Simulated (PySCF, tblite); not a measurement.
**C7H11P: geometry, infrared bands and NMR shifts**

Wanted: the infrared bands and NMR shifts of C7H11P (`C#CCP(C=C)CC`), by calculation.

The runs use tblite 0.8.0 and PySCF 2.14.0, with density-fitted response routines of our own; the level of theory stands in each step. All values are computed, except where a source is named. Atoms are numbered from 0 throughout.

## (1) The starting structure

19 atoms, charge 0, multiplicity 1; geometry from: force field or distance geometry start.

Bonds of the start (Å): C0–C1 1.19, C1–C2 1.48, C2–P3 1.83, P3–C4 1.86, C4–C5 1.34, P3–C6 1.85, C6–C7 1.53, C0–H8 1.07, C2–H9 1.11, C2–H10 1.09, C4–H11 1.09, C5–H12 1.09, C5–H13 1.09, C6–H14 1.09, C6–H15 1.09, C7–H16 1.10, C7–H17 1.09, C7–H18 1.10.

## (2) Optimising the geometry with GFN2-xTB

What the job is given:

```
{"job": {"kind": "relax", "xc": "GFN2-xTB", "basis": "xTB"}, "charge": 0, "multiplicity": 1}
C     -1.600400     3.287300    -0.437800
C     -1.525200     2.104900    -0.588400
C     -1.412900     0.643600    -0.760700
P     -0.356700    -0.055000     0.559600
C     -0.335300    -1.838500     0.046300
C     -1.348200    -2.638100     0.395800
C      1.306400     0.492600    -0.034100
C      2.440300    -0.020800     0.853500
H     -1.682700     4.341400    -0.303500
H     -2.425600     0.201400    -0.701000
H     -1.018500     0.413100    -1.755600
H      0.484200    -2.249400    -0.541200
H     -2.187500    -2.286800     1.002700
H     -1.340800    -3.684500     0.106400
H      1.463800     0.173300    -1.062100
H      1.333700     1.585600    -0.015400
H      2.482700    -1.116300     0.854300
H      3.394300     0.342700     0.481800
H      2.318700     0.312600     1.892000
```

Run with:

```bash
> OMP_NUM_THREADS=1 python probes_run.py task.json out
```

This one command runs all jobs of the session in turn.

**Question.** This job is followed by: GFN2-xTB harmonic vibrations, gas phase; GIAO PBE0/pcSseg-1 NMR shielding, non-relativistic, gas phase. What will the session give for the following? strongest single infrared mode (GFN2-xTB); zero-point energy (GFN2-xTB); 13C shifts against TMS (PBE0/pcSseg-1); 1H shifts against TMS (PBE0/pcSseg-1, means over atoms taken as alike); 31P shifts against H3PO4 (PBE0/pcSseg-1).

The runs gave:

| quantity | value |
| --- | --- |
| strongest single infrared mode (GFN2-xTB) | 624 cm⁻¹, 41 km/mol |
| zero-point energy (GFN2-xTB) | 95.6 kcal/mol |
| 13C shifts against TMS (PBE0/pcSseg-1) | 153.2, 141.6, 85.0, 76.1, 28.7, 23.7, 12.2 ppm |
| 1H shifts against TMS (PBE0/pcSseg-1, means over atoms taken as alike) | 6.33, 6.27, 6.22, 2.37, 1.73, 1.42, 1.12 ppm |
| 31P shifts against H3PO4 (PBE0/pcSseg-1) | -42.4 ppm |

**Reading.** Relaxing lowered the energy by 0.145 eV in 147 steps; the close pair that moved most is C2–P3, from 1.829 to 1.880 Å. All 51 modes are real, so the xTB geometry is a minimum. The strongest single mode, at 624 cm⁻¹, moves mainly H8. Unscaled tight-binding wavenumbers are off by several per cent, some by more. Its intensities can rank the bands wrongly. C4 (alkene CH) lies farthest downfield among carbon, at 153.2 ppm; the olefinic region. At PBE0/pcSseg-1: The widest tensor belongs to C1: span 291 ppm, with a paramagnetic part of -158 ppm.
